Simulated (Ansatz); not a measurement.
**B2PLYP/6-31G(d) (spherical functions) run of [SiF5]− (SMILES F[Si-](F)(F)(F)F)**

What is the vertical singlet–triplet gap of [SiF5]− at B2PLYP/6-31G* (spherical functions)? 

The results are computed with Ansatz 0.2.0.

16 further runs of the same task are left out: 14 that didn't finish, 2 set aside as unsound or not needed. Runs told in other sessions of the task aren't counted.

**1. The system as given**

[SiF5]−: 6 atoms, total charge -1, spin state singlet. As SMILES, `F[Si-](F)(F)(F)F`. The coordinates come from a PBE0-D4/def2-TZVPD relaxation.

Bond lengths: F1–Si2 1.669 Å, Si2–F3 1.628 Å, Si2–F4 1.628 Å, Si2–F5 1.669 Å, Si2–F6 1.627 Å. Angles: F1–Si2–F3 90.0°, F1–Si2–F4 90.0°, F1–Si2–F5 180.0°, F1–Si2–F6 90.0°, F3–Si2–F4 120.0°, F3–Si2–F5 90.0°, F3–Si2–F6 120.0°, F4–Si2–F5 90.0°, F4–Si2–F6 120.0°, F5–Si2–F6 90.0°.

**2. A single-point energy at B2PLYP/6-31G(d) (spherical functions)**

File run.yaml:

```yaml
crystal:
  periodic: [false, false, false]
  atoms:
    - symbol: F
      position_ang: [-0.716900, -1.106000, 1.023500]
    - symbol: Si
      position_ang: [-0.000000, -0.000000, -0.000000]
    - symbol: F
      position_ang: [-1.466700, 0.583500, -0.396400]
    - symbol: F
      position_ang: [0.651500, -1.218400, -0.860200]
    - symbol: F
      position_ang: [0.716500, 1.105800, -1.024000]
    - symbol: F
      position_ang: [0.815500, 0.635100, 1.257000]
basis:
  gaussian: {orbitals: 6-31G_st_-spherical.json}
total_charge: -1
hamiltonian: {xc: {name: B2PLYP}}
correlation: {frozen_orbitals: {F: 1, Si: 5}}
accuracy: high
output: {orbitals: {seedname: orbitals}}
```

The basis set 6-31G* is read from a file made from the Basis Set Exchange's data (not shown).

Command:

```console
$ ansatz run run.yaml --threads 1 --pin off --max-ram 3480MiB --events-out events.jsonl --progress --plain --runs-dir runs
```

The program printed:

```text
Warning: RAYON_NUM_THREADS=1 ignored (pool sized by the plan → 1); use --threads N
Functional definition: B2PLYP
  name "B2PLYP"
  parameter a = 0.53
  parameter c = 0.27
  exchange = (1 - a)*b88_x + a*exact_x
  correlation = (1 - c)*lyp_c + c*(mp2_os + mp2_ss)
1915 factors; integrals over basis functions are off by at most 3.6e-9 eV
mean field evaluation 1: about -21446.5748 eV, gradient 3.3e1 eV
mean field evaluation 2: about -21446.8634 eV, gradient 3.4e1 eV
mean field evaluation 4: about -21448.7812 eV, gradient 1.9e0 eV
mean field evaluation 8: about -21448.8020 eV, gradient 5.0e-2 eV
mean field evaluation 16: about -21448.8020 eV, gradient 6.6e-6 eV
mean field -21448.80196431 eV, -788.2289336682 hartree, gradient 7.1e-8 eV, S^2 0.000000; 0 other end points of the search recorded, 0 dependent functions left out
10 core orbitals not correlated: weight in the atoms' cores, before any rotation towards them, 1.000 or more for the frozen orbitals, at most 0.000 for the correlated occupied ones
reference -21448.80198707 eV, -788.2289345048 hartree; 20, 20 occupied and 58, 58 virtual orbitals, 1915 factors
second order -30.87348247 eV of doubles, -0.00000000 eV of singles
Total energy: -21457.13782734 eV, -788.5352709844 hartree
```

Wall time 12 s (1 thread of Arm Neoverse V1, shared host); peak memory 0.31 GiB.

**3. The triplet at the same level**

File job.yaml:

```yaml
crystal:
  periodic: [false, false, false]
  atoms:
    - {symbol: F, position_ang: [-0.716900, -1.106000, 1.023500]}
    - {symbol: Si, position_ang: [-0.000000, -0.000000, -0.000000]}
    - {symbol: F, position_ang: [-1.466700, 0.583500, -0.396400]}
    - {symbol: F, position_ang: [0.651500, -1.218400, -0.860200]}
    - {symbol: F, position_ang: [0.716500, 1.105800, -1.024000]}
    - {symbol: F, position_ang: [0.815500, 0.635100, 1.257000]}
basis:
  gaussian:
    orbitals: 6-31G_st_-spherical.json
total_charge: -1
magnetization:
  spin_polarized: true
  initial_magnetization: 2
hamiltonian:
  xc: {name: B2PLYP}
correlation:
  frozen_orbitals: {F: 1, Si: 5}
accuracy: high
output: {orbitals: {seedname: orbitals}}
```

The basis set 6-31G* is read from a file made from the Basis Set Exchange's data (not shown).

Command:

```console
$ ansatz run job.yaml --threads 1 --pin off --max-ram 3480MiB --events-out events.jsonl --progress --plain --runs-dir runs
```

The program printed (excerpt; [...] marks lines left out):

```text
Warning: RAYON_NUM_THREADS=1 ignored (pool sized by the plan → 1); use --threads N
[... 2 set-up lines as earlier in the session ...]
[...]
1915 factors; integrals over basis functions are off by at most 3.6e-9 eV
[...]
mean field -21437.47025009 eV, -787.8125008514 hartree, gradient 6.5e-8 eV, S^2 2.007874; 12 other end points of the search recorded, 0 dependent functions left out
10 core orbitals not correlated: weight in the atoms' cores, before any rotation towards them, 1.000 or more for the frozen orbitals, at most 0.000 for the correlated occupied ones
reference -21437.47027361 eV, -787.8125017158 hartree; 21, 19 occupied and 57, 59 virtual orbitals, 1915 factors
second order -31.65640258 eV of doubles, -0.00000000 eV of singles
Total energy: -21446.01750230 eV, -788.1266065769 hartree
```

It took 2.5 min on 1 thread of Arm Neoverse V1, shared host; peak memory 0.5 GiB.

**4. What came out**

At B2PLYP/6-31G* (spherical functions), 10 core orbitals frozen:

| quantity | value |
| --- | --- |
| singlet: total energy | -788.53527 Eh |
| singlet: HOMO energy (SCF part's orbitals) | -6.34 eV |
| singlet: LUMO energy (SCF part's orbitals) | 9.17 eV |
| singlet: HOMO–LUMO gap (to an unbound level, set by the basis) | 15.51 eV |
| triplet: total energy | -788.12661 Eh |
| triplet: HOMO energy (SCF part's orbitals) (highest over α and β) | 4.85 eV |
| triplet: ⟨S²⟩ | 2.008 |
| vertical energy of the triplet above the singlet | 11.120 eV |

In words: At this shape the triplet lies 11.12 eV (256 kcal/mol) above the singlet. For an anion a state so high probably lies above electron detachment. The HOMO (triplet) lies at positive energy, 4.85 eV, from the functional's self-interaction, a short basis or an electron that isn't bound; only total energies against the neutral tell.
